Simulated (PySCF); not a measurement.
# C4H12Si (tetramethylsilane) at PBE0/6-31G(d) (spherical functions)

What is the energy change on altering one bond length of C4H12Si (tetramethylsilane) at PBE0/6-31G* (spherical functions)? The job is set up through a Python script.

The calculation is run with PySCF 2.14.0.

### Step 1. The system as given

C4H12Si: 17 atoms, total charge 0, spin state singlet. As SMILES, `C[Si](C)(C)C`. The coordinates come from a GFN2-xTB relaxation.

Bond lengths: C1–Si2 1.909 Å, Si2–C3 1.909 Å, Si2–C4 1.909 Å, Si2–C5 1.909 Å, C1–H6 1.086 Å, C1–H7 1.086 Å, C1–H8 1.086 Å, C3–H9 1.086 Å, C3–H10 1.086 Å, C3–H11 1.086 Å, C4–H12 1.086 Å, C4–H13 1.086 Å, C4–H14 1.086 Å, C5–H15 1.086 Å, C5–H16 1.086 Å, C5–H17 1.086 Å. Some angles: C1–Si2–C3 109.5°, C1–Si2–C4 109.4°, C1–Si2–C5 109.5°, C3–Si2–C4 109.4°, C3–Si2–C5 109.5°, C4–Si2–C5 109.6°, Si2–C1–H6 111.4°, Si2–C1–H7 111.4°, Si2–C1–H8 111.3°, Si2–C3–H9 111.4°.

### Step 2. A single-point energy at PBE0/6-31G(d) (spherical functions)

The input, run.py:

```python
# C[Si](C)(C)C
from pyscf import gto, dft

system = gto.Mole()
system.atom = '''
C     -0.375850     0.872220    -1.655880
Si    -0.000640     0.000450     0.000860
C      1.650190     0.652030     0.704300
C      0.131420    -1.882010    -0.289990
C     -1.406410     0.358090     1.242380
H     -0.454890     1.947720    -1.529400
H     -1.311340     0.524280    -2.083490
H      0.405760     0.685710    -2.386350
H      1.900210     0.165480     1.642360
H      1.606810     1.720680     0.892120
H      2.470870     0.474510     0.015710
H      0.343690    -2.411910     0.633680
H      0.925640    -2.118230    -0.991930
H     -0.792050    -2.286070    -0.693810
H     -2.362380     0.000140     0.872070
H     -1.224050    -0.125960     2.197140
H     -1.506980     1.422890     1.430230
'''
system.verbose = 3
system.basis = '6-31g*'
system.max_memory = 1860
system.charge = 0
system.build()

mf = dft.RKS(system, xc='pbe0')
mf.grids.level = 5
mf.conv_tol = 1e-10
mf.kernel()
if not mf.converged:
    mf = mf.newton().run(mf.mo_coeff, mf.mo_occ)

etot = mf.e_tot
print('E = %.10f Eh' % etot)
```

On the command line:

```
$ OMP_NUM_THREADS=1 python run.py
```

Standard output:

```text
converged SCF energy = -448.835628632249
E = -448.8356286322 Eh
```

Run time: 36 s. Hardware: 1 thread of Arm Neoverse V1, shared host; peak memory 0.51 GiB.

### Step 3. The distorted shape at the same level

The input, run.py:

```python
from pyscf import gto, dft

mol = gto.M(
    atom='''
C   -0.430552   1.017418  -1.942274
Si  -0.055342   0.145648  -0.285534
C    1.595488   0.797228   0.417906
C    0.076718  -1.736812  -0.576384
C   -1.461112   0.503288   0.955986
H   -0.509592   2.092918  -1.815794
H   -1.366042   0.669478  -2.369884
H    0.351058   0.830908  -2.672744
H    1.845508   0.310678   1.355966
H    1.552108   1.865878   0.605726
H    2.416168   0.619708  -0.270684
H    0.288988  -2.266712   0.347286
H    0.870938  -1.973032  -1.278324
H   -0.846752  -2.140872  -0.980204
H   -2.417082   0.145338   0.585676
H   -1.224050  -0.125960   2.197140
H   -1.561682   1.568088   1.143836
''',
    verbose=3,
    basis='6-31g*',
    charge=0,
    max_memory=1860,
)

mf = dft.RKS(mol, xc='pbe0')
mf.conv_tol = 1e-10
mf.grids.level = 5
mf.kernel()
if not mf.converged:
    mf = mf.newton().run(mf.mo_coeff, mf.mo_occ)

e_tot = mf.e_tot
print('E(%s) = %.9f' % ('PBE0', e_tot))
```

On the command line:

```
$ OMP_NUM_THREADS=1 python run.py
```

Standard output:

```text
converged SCF energy = -448.800353402538
E(PBE0) = -448.800353403
```

It took 42 s on 1 thread of Arm Neoverse V1, shared host; peak memory 0.51 GiB.

### Step 4. Summary of results

At PBE0/6-31G* (spherical functions):

```
                                                          quantity          value
                                         first shape: total energy  -448.83563 Eh
                                        first shape: dipole moment         0.00 D
                                          first shape: HOMO energy       -8.10 eV
                                          first shape: LUMO energy        2.46 eV
                                        first shape: HOMO–LUMO gap       10.56 eV
                                     distorted shape: total energy  -448.80035 Eh
                                    distorted shape: dipole moment         0.31 D
                                      distorted shape: HOMO energy       -8.06 eV
                                      distorted shape: LUMO energy        1.54 eV
                                    distorted shape: HOMO–LUMO gap        9.60 eV
energy change with the C5–H16 bond stretched from 1.086 to 1.412 Å       0.960 eV
```

In words: With the C5–H16 bond stretched from 1.086 to 1.412 Å the energy rises by 0.96 eV (92.6 kJ/mol). The first shape isn't relaxed at this level, so the change isn't measured from a minimum. Mulliken charges (first shape) run from -0.77 on C1 to +0.81 on Si2.
